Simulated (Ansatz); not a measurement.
# HgPt2: the cost of one run

Program: Ansatz 0.2.0. Level of theory: DFT PBE, scalar-relativistic, plane waves, PAW. These are calculated values, not measurements.

### Step 1. Starting point

Symmetry: R-3m, No. 166, trigonal system. The conventional cell has a = 3.527 Å, b = 3.527 Å, c = 15.981 Å, α = 90.00°, β = 90.00°, γ = 120.00°. Hg (site symmetry -3m) has 6 Pt at 2.43 Å as nearest neighbours. Pt (site symmetry 3m) has 3 Hg at 2.43 Å as nearest neighbours.

As a file:

```
Hg Pt
1.0
     1.76375    1.01830    5.32697
    -1.76375    1.01830    5.32697
     0.00000   -2.03660    5.32697
Hg Pt
1 2
Direct
  0.00000 0.00000 0.00000
  0.75000 0.75000 0.75000
  0.25000 0.25000 0.25000
```

(A quick probe on a coarse mesh, which set the mesh and smearing, is not shown.)

### Step 3. A loose first relaxation

The input, input.yaml:

```yaml
crystal:
  lattice:
    - [1.7637473559, 1.0183000107, 5.3269682041]
    - [-1.7637473559, 1.0183000107, 5.3269682041]
    - [0.0, -2.0366000214, 5.3269682041]
  atoms:
    - { symbol: Hg, position: [0.0, 0.0, 0.0] }
    - { symbol: Pt, position: [0.75, 0.75, 0.75] }
    - { symbol: Pt, position: [0.25, 0.25, 0.25] }
basis:
  ecutwfc: 420
kpoints:
  mp_grid: { grid: [6, 6, 6] }
hamiltonian:
  xc: pbe
scf:
  occupations: { method: gaussian, width: 0.1 }
  lower_state_search: "off"
output:
  forces: true
  stress: true
  eigenvalues: true
relax:
  adjacent_minimum: "off"
  f_tol: 0.04
  max_steps: 70
  cell: { stress_tol: 0.4 }
```

Run with:

```console
$ ansatz run input.yaml --threads 1 --pin off --max-ram 2560MiB --backend cpu --events-out ev --progress --plain --runs-dir out
```

What time and memory should one allow on 1 thread of Arm Neoverse V1, shared host?

About 68 s, with a peak of 0.36 GiB.
